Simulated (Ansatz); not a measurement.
# One shape, several levels: AlF3 (SMILES F[Al](F)F)

Aim: a comparison of 4 runs (HF/STO-3G, PBE/6-31G**, wB97X/6-31+G*, CCSD/pcseg-1) of AlF3. 

The results are computed with Ansatz 0.2.0.

2 further runs of the same task are left out: 1 that didn't finish, 1 set aside as unsound or not needed. Runs told in other sessions of the task aren't counted.

## 1. The structure to begin with

AlF3: 4 atoms, total charge 0, spin state singlet. As SMILES, `F[Al](F)F`. Geometry: relaxed at PBE0-D4/def2-TZVP.

Bond lengths: F1–Al2 1.629 Å, Al2–F3 1.629 Å, Al2–F4 1.629 Å. Angles: F1–Al2–F3 120.0°, F1–Al2–F4 120.0°, F3–Al2–F4 120.0°.

## 2. Energy and gradient at HF/STO-3G (run 1)

Contents of molecule.yaml:

```yaml
crystal:
  periodic: [false, false, false]
  atoms:
    - {symbol: F, position_ang: [0.859410, -0.722590, 1.180170]}
    - {symbol: Al, position_ang: [-0.000000, -0.000010, -0.000000]}
    - {symbol: F, position_ang: [-1.440740, -0.612530, -0.450110]}
    - {symbol: F, position_ang: [0.581330, 1.335130, -0.730040]}
basis:
  gaussian:
    orbitals: STO-3G
hamiltonian:
  xc: hf
accuracy: high
output: {forces: true, orbitals: {seedname: orbitals}}
```

Run with:

```console
$ ansatz run molecule.yaml --threads 1 --pin off --max-ram 3480MiB --events-out events.jsonl --progress --plain --runs-dir runs
```

Standard output:

```text
Warning: RAYON_NUM_THREADS=1 ignored (pool sized by the plan → 1); use --threads N
Functional definition: HF
  name "HF"
  exchange = exact_x
  correlation = 0
450 factors; integrals over basis functions are off by at most 3.1e-8 eV
mean field evaluation 1: about -14506.9506 eV, gradient 2.9e1 eV
mean field evaluation 2: about -14506.9803 eV, gradient 2.9e1 eV
mean field evaluation 4: about -14510.4107 eV, gradient 8.9e-1 eV
mean field evaluation 8: about -14510.4133 eV, gradient 8.4e-6 eV
mean field -14510.41331060 eV, -533.2478536532 hartree, gradient 8.8e-8 eV, S^2 0.000000; 0 other end points of the search recorded, 0 dependent functions left out
the calculation of the forces begins
reference -14510.41331060 eV, -533.2478536532 hartree; 20, 20 occupied and 4, 4 virtual orbitals, 450 factors
Total energy: -14510.41331060 eV, -533.2478536532 hartree
Atom 0 at     0.859410    -0.722590     1.180170 Å, force    -0.607739     0.510902    -0.834536 eV/Å
Atom 1 at    -0.000000    -0.000010    -0.000000 Å, force    -0.000033     0.000054     0.000069 eV/Å
Atom 2 at    -1.440740    -0.612530    -0.450110 Å, force     1.018824     0.433102     0.318301 eV/Å
Atom 3 at     0.581330     1.335130    -0.730040 Å, force    -0.411052    -0.944058     0.516167 eV/Å
Dipole moment:    -0.000002    -0.000021    -0.000009 e Å
```

Run time: 0.24 s. Hardware: 1 thread of Intel Xeon 6975P-C (Granite Rapids), shared host.

## 3. Energy and forces at PBE/6-31G(d,p) (spherical functions) (run 2)

Contents of run.yaml:

```yaml
crystal:
  periodic: [false, false, false]
  atoms:
    - {symbol: F, position_ang: [0.859410, -0.722590, 1.180170]}
    - {symbol: Al, position_ang: [-0.000000, -0.000010, -0.000000]}
    - {symbol: F, position_ang: [-1.440740, -0.612530, -0.450110]}
    - {symbol: F, position_ang: [0.581330, 1.335130, -0.730040]}
basis:
  gaussian:
    orbitals: 6-31G_st__st_-spherical.json
hamiltonian:
  xc: pbe
accuracy: high
output: {forces: true, orbitals: {seedname: orbitals}}
```

The basis set 6-31G** is read from a file made from the Basis Set Exchange's data (not shown).

Run with:

```console
$ ansatz run run.yaml --threads 1 --pin off --max-ram 3480MiB --events-out events.jsonl --progress --plain --runs-dir runs
```

Standard output, cut to the lines that bear on the results:

```text
Warning: RAYON_NUM_THREADS=1 ignored (pool sized by the plan → 1); use --threads N
Functional definition: PBE
  name "PBE"
[...]
1172 factors; integrals over basis functions are off by at most 3.3e-9 eV
[...]
mean field -14740.86759515 eV, -541.7168924029 hartree, gradient 5.9e-8 eV, S^2 0.000000; 0 other end points of the search recorded, 0 dependent functions left out
[...]
reference -14740.86759901 eV, -541.7168925447 hartree; 20, 20 occupied and 40, 40 virtual orbitals, 1172 factors
Total energy: -14740.86759901 eV, -541.7168925447 hartree
Atom 0 at     0.859410    -0.722590     1.180170 Å, force     0.431930    -0.363239     0.593172 eV/Å
Atom 1 at    -0.000000    -0.000010    -0.000000 Å, force    -0.000060     0.000010     0.000026 eV/Å
Atom 2 at    -1.440740    -0.612530    -0.450110 Å, force    -0.724091    -0.307896    -0.226206 eV/Å
Atom 3 at     0.581330     1.335130    -0.730040 Å, force     0.292221     0.671124    -0.366992 eV/Å
Dipole moment:    -0.000000    -0.000019    -0.000009 e Å
```

Run time: 2.1 s. Hardware: 1 thread of Intel Xeon 6975P-C (Granite Rapids), shared host; peak memory 0.15 GiB.

Run 3 isn't shown in full; the table further down has it.

## 4. Energy and forces at CCSD/pcseg-1 (run 4)

run.yaml, as its differences from that of step 3:

```diff
@@ -8,7 +8,7 @@
 basis:
-  gaussian:
-    orbitals: 6-31G_st__st_-spherical.json
-hamiltonian:
-  xc: pbe
+  gaussian: {orbitals: pcseg-1.json}
+total_charge: 0
+correlation: {method: ccsd, frozen_orbitals: {Al: 5, F: 1}}
 accuracy: high
+scf: {omitted_lower_state_checks: [cluster_reference, increment]}
 output: {forces: true, orbitals: {seedname: orbitals}}
```

The basis set pcseg-1 is read from a file made from the Basis Set Exchange's data (not shown).

Run with:

```console
$ ansatz run run.yaml --threads 1 --pin off --max-ram 3480MiB --events-out events.jsonl --progress --plain --runs-dir runs
```

Standard output, cut to the lines that bear on the results:

```text
Warning: RAYON_NUM_THREADS=1 ignored (pool sized by the plan → 1); use --threads N
Functional definition: HF
  name "HF"
[...]
1178 factors; integrals over basis functions are off by at most 3.5e-9 eV
[...]
mean field -14703.75354362 eV, -540.3529761660 hartree, gradient 4.2e-8 eV, S^2 0.000000; 0 other end points of the search recorded, 0 dependent functions left out
8 core orbitals not correlated: weight in the atoms' cores, before any rotation towards them, 1.000 or more for the frozen orbitals, at most 0.000 for the correlated occupied ones
reference -14703.75354362 eV, -540.3529761660 hartree; 12, 12 occupied and 40, 40 virtual orbitals, 1178 factors
second order -16.68832567 eV of doubles, -0.00000000 eV of singles
cycle   1  -16.26231263 eV  change    4.3e-1 eV  update   9.3e-2
[...]
cycle  17  -16.64624104 eV  change    2.7e-9 eV  update   1.4e-9
[...]
Total energy: -14720.39978466 eV, -540.9647142410 hartree
Atom 0 at     0.859410    -0.722590     1.180170 Å, force     0.492515    -0.414182     0.676369 eV/Å
Atom 1 at    -0.000000    -0.000010    -0.000000 Å, force    -0.000046    -0.000004     0.000052 eV/Å
Atom 2 at    -1.440740    -0.612530    -0.450110 Å, force    -0.825667    -0.351074    -0.257948 eV/Å
Atom 3 at     0.581330     1.335130    -0.730040 Å, force     0.333198     0.765259    -0.418473 eV/Å
Dipole moment:    -0.000000    -0.000025    -0.000012 e Å
Checks for a lower state left out: cluster_reference, increment
```

It took 5.7 s on 1 thread of Intel Xeon 6975P-C (Granite Rapids), shared host; peak memory 0.26 GiB.

## 5. All runs side by side

```
run                                level  frozen core orbitals  energy (Eh)  dipole moment (D)  HOMO energy (eV)  LUMO energy (eV)  wall time
  1                            HF/STO-3G                     –  -533.247854               0.00            -10.29             10.05     0.24 s
  2    PBE/6-31G** (spherical functions)                     –  -541.716893               0.00             -9.00             -2.07      2.1 s
  3  wB97X/6-31+G* (spherical functions)                     –  -542.114038               0.00            -14.40              0.28       11 s
  4                         CCSD/pcseg-1                     8  -540.964714               0.00            -17.44              1.47      5.7 s
```

## 6. What came out

| quantity | value |
| --- | --- |
| run 4: total energy | -540.96471 Eh |
| run 4: dipole moment (correlated density) | 0.00 D |
| run 4: HOMO energy (Hartree–Fock orbitals) | -17.44 eV |
| run 4: LUMO energy (Hartree–Fock orbitals) | 1.47 eV |
| run 4: HOMO–LUMO gap (Hartree–Fock orbitals) | 18.91 eV |
| run 4: correlation energy (8 core orbitals frozen) | -611.7 mEh |
| run 4: T1 diagnostic | 0.013 |
| run 4: largest force on an atom | 0.934 eV/Å |

What this shows: Over runs 1, 2, 3 the HOMO–LUMO gap runs from 6.93 eV (PBE/6-31G**) to 20.34 eV (HF/STO-3G). The two ends differ in method and basis. Totals of different functionals can't be ranked against each other. In run 1 the basis is minimal, so the values are rough. All runs together took 19 s, the longest 11 s.
